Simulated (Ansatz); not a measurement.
Input of an Ansatz 0.2.0 run:

Contents of input.yaml:

```yaml
crystal:
  lattice:
    - [4.4076, 0.0, 0.0]
    - [-2.2038, 3.8171, 0.0]
    - [0.0, 0.0, 2.66855]
  atoms:
    - { symbol: Nb, position: [0.33333, 0.66667, 0.5] }
    - { symbol: Nb, position: [0.66667, 0.33333, 0.5] }
    - { symbol: B, position: [0.0, 0.0, 0.0] }
hamiltonian:
  xc: r2scan
  pseudopotentials: { kind: paw }
  hubbard: { sites: [{ species: Nb, l: d, u_eff: 2.0 }] }
kpoints:
  mp_grid: { grid: [7, 7, 10] }
scf:
  occupations: { method: fermi_dirac, width: 0.05 }
  n_extra_bands: 7
output:
  forces: true
  stress: true
  eigenvalues: true
  dos: { projected: false, de: 0.05, nscf_kmesh: { grid: [11, 11, 15] } }
```

Potentials or basis: Ansatz PAW.

The run is started by

```sh
$ ansatz run input.yaml --threads 2 --pin off --max-ram 5632MiB --backend cpu --events-out ev --progress --plain --runs-dir out
```

**Question.** Predict the density of states at the Fermi level.

**Answer.** 0.98 states/eV per cell.

**Question.** What does it give for the pressure?

**Answer.** 0.8 GPa.

**Question.** Predict the band gap on the k mesh.

**Answer.** None (metal or under the smearing width).

Stress tensor (GPa, compression positive):
```
0.05 0.00 0.00
0.00 0.05 0.00
0.00 0.00 2.34
```

Caveat: U without spin polarisation on a metal has little footing; the PAW data sets come from PBE, with cores solved anew for the run's functional, which leaves a small shift of forces and pressure; the U is typed as a test and isn't derived for this compound.
